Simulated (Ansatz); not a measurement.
This was printed by a script on Ansatz's Python interface, for a geometry optimisation of CH₈BFSi₂, SMILES CB[SiH2][SiH2]F. What did the script look like? Settings: r2SCAN, def2-SVP basis, multiplicity 1, D4 dispersion.

Input file `ch8bfsi2.xyz`:
```text
13

C    -1.90690   -0.36140   -0.53440
B    -0.66720   -1.21710   -0.34220
Si    0.74270   -0.60250    0.79440
Si    1.64960    1.33780    0.02040
F     2.82680    1.85690    1.00320
H    -1.66450    0.67440   -0.99000
H    -2.42100   -0.14320    0.43710
H    -2.62400   -0.81490   -1.23470
H    -0.56960   -2.24070   -0.84560
H     1.85100   -1.60740    0.85100
H     0.25060   -0.40320    2.19180
H     2.10450    1.13340   -1.32340
H     0.44830    2.35320   -0.01270
```

```console
$ python run_opt.py
step   1  E = -20303.866941 eV  max force 1.8315 eV/A
step   2  E = -20304.249907 eV  max force 0.6116 eV/A
step   3  E = -20304.304230 eV  max force 0.2167 eV/A
step   4  E = -20304.309564 eV  max force 0.1869 eV/A
step   5  E = -20304.325327 eV  max force 0.1306 eV/A
step   6  E = -20304.317567 eV  max force 0.5983 eV/A
step   7  E = -20304.338590 eV  max force 0.1138 eV/A
step   8  E = -20304.347639 eV  max force 0.0758 eV/A
step   9  E = -20304.348004 eV  max force 0.2222 eV/A
step  10  E = -20304.351272 eV  max force 0.0862 eV/A
step  11  E = -20304.351286 eV  max force 0.0857 eV/A
step  12  E = -20304.352352 eV  max force 0.0279 eV/A
step  13  E = -20304.352662 eV  max force 0.0546 eV/A
step  14  E = -20304.352878 eV  max force 0.0792 eV/A
step  15  E = -20304.353227 eV  max force 0.0312 eV/A
step  16  E = -20304.353333 eV  max force 0.0194 eV/A
step  17  E = -20304.353516 eV  max force 0.0104 eV/A
step  18  E = -20304.353611 eV  max force 0.0146 eV/A
step  19  E = -20304.353675 eV  max force 0.0125 eV/A
step  20  E = -20304.353699 eV  max force 0.0119 eV/A
step  21  E = -20304.353729 eV  max force 0.0092 eV/A
step  22  E = -20304.353749 eV  max force 0.0090 eV/A
step  23  E = -20304.353713 eV  max force 0.0121 eV/A
step  24  E = -20304.353762 eV  max force 0.0053 eV/A
reference energy    -20304.285454 eV
total energy        -20304.353774 eV
occupied (up, down): [28, 28]  virtual: [90, 90]  frozen: 0
bond        before    after (A)
C0-B1        1.5186   1.5573
C0-H5        1.1572   1.1116
C0-H6        1.1206   1.0996
C0-H7        1.1001   1.1035
B1-Si2       1.9124   2.0143
B1-H8        1.1449   1.2133
Si2-Si3      2.2773   2.3541
Si2-H9       1.4971   1.4974
Si2-H10      1.4949   1.4996
Si3-F4       1.6190   1.6338
Si3-H11      1.4334   1.4933
Si3-H12      1.5733   1.4944
dipole (D): -2.153 -0.542 -1.140, length 2.496
atom  Mulliken   Lowdin
C       -0.149    0.000
B       -0.036   -0.222
Si      -0.020    0.162
Si       0.587    0.269
F       -0.353   -0.050
H        0.077    0.064
H        0.060    0.022
H        0.074    0.041
H       -0.003   -0.014
H       -0.026   -0.046
H       -0.026   -0.046
H       -0.090   -0.089
H       -0.094   -0.091
```

One script that gives this output:

`run_opt.py`
```python
"""Geometry optimisation of CH8BFSi2."""

import ansatz
import numpy as np

mol = ansatz.Crystal.molecule_from_extxyz("ch8bfsi2.xyz")

model = (
    mol.calculation()
    .basis(gaussian="def2-SVP")
    .functional("r2scan", dispersion="d4")
)
symbols = [site.symbol for site in mol.cartesian_sites]
start = np.array([site.position_ang for site in mol.cartesian_sites], dtype=float)
def progress(event):
    if event["event"] == "relax_step":
        row = event["data"]
        print(f"step {row['step']:3d}  E = {row['lagrangian_ev']:.6f} eV  max force {row['allowed_force_max_ev_ang']:.4f} eV/A")


r = model.relax(force_tolerance=0.01).session().plan().execute(on_event=progress).report
end = np.array(r["positions_ang"])

print("reference energy %16.6f eV" % r["reference_energy_ev"])
print("total energy     %16.6f eV" % r["free_energy_ev"])
print("occupied (up, down):", r["n_occupied"], " virtual:", r["n_virtual"], " frozen:", r["n_frozen"])

print("bond        before    after (A)")
for i, j in [(0, 1), (0, 5), (0, 6), (0, 7), (1, 2), (1, 8), (2, 3), (2, 9), (2, 10), (3, 4), (3, 11), (3, 12)]:
    d0, d1 = (np.linalg.norm(xyz[i] - xyz[j]) for xyz in (start, end))
    print(f"{symbols[i]}{i}-{symbols[j]}{j}".ljust(10), f"{d0:8.4f} {d1:8.4f}")

charges = r["charge_distribution"]
dipole = np.array(charges["dipole_moment_e_ang"]) * 4.803205
print("dipole (D): {:.3f} {:.3f} {:.3f}, length {:.3f}".format(*dipole, np.linalg.norm(dipole)))
print("atom  Mulliken   Lowdin")
for symbol, m, l in zip(symbols, charges["mulliken_charges_e"], charges["lowdin_charges_e"]):
    print(f"{symbol:4s} {m:9.3f} {l:8.3f}")
with open("ch8bfsi2_opt.xyz", "w") as handle:
    handle.write(f"{len(symbols)}\nrelaxed CH8BFSi2\n")
    handle.writelines(f"{s:2s} {x:11.6f} {y:11.6f} {z:11.6f}\n" for s, (x, y, z) in zip(symbols, end))
```

What to keep in mind:
- Total energies depend on the basis set; only differences at equal settings carry meaning.
- The end point is the stationary point reached from this start; no frequency run checks that it is a minimum, and the basis set is modest.
- The Löwdin charges here are taken after orthogonalising the functions within each atom; they differ from plain Löwdin charges, and their signs can be unphysical.
- Total less reference energy is the dispersion correction.
- Hardware and time: 99 s on 1 thread of Intel(R) Xeon(R) 6975P-C (Granite Rapids) (shared host), peak memory 0.26 GiB.

(Lines on the test bed's own set-up are left out of the output.)
